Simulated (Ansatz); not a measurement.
# NbAs: the cost of one run

Program: Ansatz 0.2.0. Level of theory: DFT LDA, scalar-relativistic, plane waves, PAW. These are calculated values, not measurements.

## 1. The starting structure

The structure is tetragonal, space group I4_1md (No. 109). Conventional cell: a = 3.452 Å, b = 3.452 Å, c = 11.680 Å, α = 90.00°, β = 90.00°, γ = 90.00°. Nb (site symmetry 2mm) is surrounded by 6 As at 2.60 to 2.63 Å. As (site symmetry 2mm) has 6 Nb at 2.60 to 2.63 Å as nearest neighbours.

Coordinates:

```
Nb As
1.0
    -1.72585    1.72585    5.84000
     1.72585   -1.72585    5.84000
     1.72585    1.72585   -5.84000
Nb As
2 2
Cartesian
  0.0000 0.0000 0.0000
  0.0000 1.7258 2.9200
  0.0000 0.0000 4.8589
  1.7259 0.0000 1.9389
```

The structure comes from the Crystallography Open Database.

(A quick probe on a coarse mesh, which set the mesh and smearing, is not shown.)

## 3. The relaxation

Input file input.yaml:

```yaml
crystal:
  lattice:
    - [-1.72585, 1.72585, 5.84]
    - [1.72585, -1.72585, 5.84]
    - [1.72585, 1.72585, -5.84]
  atoms:
    - { symbol: Nb, position: [0.0, 0.0, 0.0] }
    - { symbol: Nb, position: [0.75, 0.25, 0.5] }
    - { symbol: As, position: [0.416, 0.416, 0.0] }
    - { symbol: As, position: [0.166, 0.666, 0.5] }
basis:
  ecutwfc: 420
kpoints:
  mp_grid: { grid: [18, 18, 18] }
hamiltonian:
  xc: lda
scf:
  occupations: { method: gaussian, width: 0.1 }
output:
  forces: true
  stress: true
  eigenvalues: true
  write_density: true
  write_potential: true
  elf: true
  volumetric_format: npy
relax:
  adjacent_minimum: "off"
  f_tol: 0.005
  max_steps: 80
  cell: { stress_tol: 0.05 }
```

Started as:

```console
$ ansatz run input.yaml --threads 4 --pin off --max-ram 10240MiB --backend cpu --events-out ev --progress --plain --runs-dir out
```

Q: Estimate wall time and peak memory on 4 threads of Arm Neoverse V2, shared host.

About 2.4 min, with a peak of 1.1 GiB.
